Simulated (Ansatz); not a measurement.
**CH2AlNSe: small, medium and large basis sets**

An exercise on one series of results from a longer session: the logs are not shown, and one member is left open.

The runs use Ansatz 0.2.0, Gaussian basis; one geometry, several basis sets.

Levels to be run: PBE0-D4/def2-SVP; ωB97M-V/def2-SVP; PBE0-D4/def2-QZVPP; ωB97M-V/def2-QZVPP; the functionals' def2-TZVPP values are taken from earlier runs.

### The geometry

The geometry comes from an earlier relaxation with PBE0-D4 in a triple-zeta def2 set; it is a stationary point.

6 atoms, charge 0, spin multiplicity 1.

Atoms are counted from 1 here; the program's logs count them from 0.

Bond lengths: N1–C2 1.157 Å, N1–H5 1.000 Å, C2–Al3 2.058 Å, Al3–Se4 2.166 Å, Al3–H6 1.575 Å. Angles: C2–N1–H5 164.8°, N1–C2–Al3 168.0°, C2–Al3–Se4 96.7°, C2–Al3–H6 110.0°, Se4–Al3–H6 153.3°.

Set-up of the first run:

Contents of in.yaml:

```yaml
crystal:
  periodic: [false, false, false]
  atoms:
    - {symbol: N, position_ang: [0.483228, 0.615520, -1.590579]}
    - {symbol: C, position_ang: [0.298409, 0.415144, -0.465780]}
    - {symbol: Al, position_ang: [-0.241481, -0.289604, 1.390842]}
    - {symbol: Se, position_ang: [-1.306610, -2.042832, 0.697203]}
    - {symbol: H, position_ang: [0.503399, 0.564912, -2.588801]}
    - {symbol: H, position_ang: [0.305155, 0.672859, 2.510916]}
basis:
  gaussian: {orbitals: def2-SVP}
hamiltonian: {xc: pbe0, dispersion: d4}
output: {orbitals: {seedname: orbitals}}
```

Command:

```console
$ ansatz run in.yaml --threads 2 --pin off --events-out ev --progress --plain --max-ram 4352MiB
```

Among the steps run: PBE0-D4 in def2-SVP; ωB97M-V in def2-SVP; PBE0-D4 in def2-QZVPP; ωB97M-V in def2-QZVPP.

One of the session's tables, all rows but one given; the rest of the session is left out.

It belongs to the step «Density functionals: the series». 

```
functional       basis  HOMO (eV)  LUMO (eV)
   PBE0-D4    def2-SVP          ?          ?
   PBE0-D4  def2-TZVPP      -5.85      -2.28
   PBE0-D4  def2-QZVPP      -5.87      -2.32
   ωB97M-V    def2-SVP      -7.57      -0.14
   ωB97M-V  def2-TZVPP      -7.75      -0.37
   ωB97M-V  def2-QZVPP      -7.78      -0.44
```

**Question.** Estimate the row for PBE0-D4, def2-SVP.

The run gave: HOMO (eV): -5.71; LUMO (eV): -2.13. In the column «HOMO (eV)» it is the highest.
